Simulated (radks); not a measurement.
# Kr²⁺ in [Ar] 3d10 4s1 4p5: an all-electron calculation

An exercise on one series of results from a longer session: the logs are not shown, and one member is left open.

The numbers are computed with radks (a radial shooting solver on a logarithmic mesh, Libxc functionals) version 1 (scalar-relativistic Kohn-Sham, SCAN, spin-polarised, spherical densities, finite nucleus; open shells are filled with parallel spins first), except any that are marked as measured or tabulated.

**What is computed**

```
element            : krypton (Z = 36)
charge             : +2
electrons          : 34
configuration      : [Ar] 3d10 4s1 4p5
nuclear rms radius : 4.1884 fm
```

The outer shells:

Kr²⁺
```
[Ar] core
3d [↑↓][↑↓][↑↓][↑↓][↑↓]
4s [↑ ]
4p [↑↓][↑↓][↑ ]
```

The first run:

Input:

```text
Z 36
configuration [Ar] 3d10 4s1 4p5
relativity scalar-relativistic
functional scan,scan
spin polarised
nucleus finite rms 4.1884 fm
c 137.035999084
```

Steps of the session up to this table: Self-consistent calculation.

One of the session's tables, all rows but one given; the rest of the session is left out.

It belongs to the step «Shells». From the orbitals of this run (lengths in bohr):

| level | <r> | outermost maximum (interpolated) | 90 % within | nodes |
| --- | --- | --- | --- | --- |
| 1s up | 0.04149 | 0.0271 | 0.0742 | 0 |
| 1s down | 0.04149 | 0.0271 | 0.0742 | 0 |
| 2s up | 0.1833 | 0.154 | 0.283 | 1 |
| 2s down | 0.1833 | 0.154 | 0.283 | 1 |
| 2p up | 0.1601 | 0.123 | 0.261 | 0 |
| 2p down | 0.1601 | 0.123 | 0.261 | 0 |
| 3s up | 0.5288 | 0.466 | 0.786 | 2 |
| 3s down | ? | ? | ? | ? |
| 3p up | 0.5395 | 0.463 | 0.822 | 1 |
| 3p down | 0.5391 | 0.463 | 0.820 | 1 |
| 3d up | 0.5550 | 0.412 | 0.908 | 0 |
| 3d down | 0.5526 | 0.412 | 0.902 | 0 |
| 4s up | 1.493 | 1.31 | 2.19 | 3 |
| 4s down | 1.505 | 1.31 | 2.21 | 3 |
| 4p up | 1.704 | 1.47 | 2.53 | 2 |
| 4p down | 1.752 | 1.48 | 2.62 | 2 |

Estimate the missing values for 3s down.

**Answer.** <r>: 0.5287; outermost maximum (interpolated): 0.467; 90 % within: 0.785; nodes: 2. In the column «<r>» it lies between 2s down (0.1833) and 3s up (0.5288).
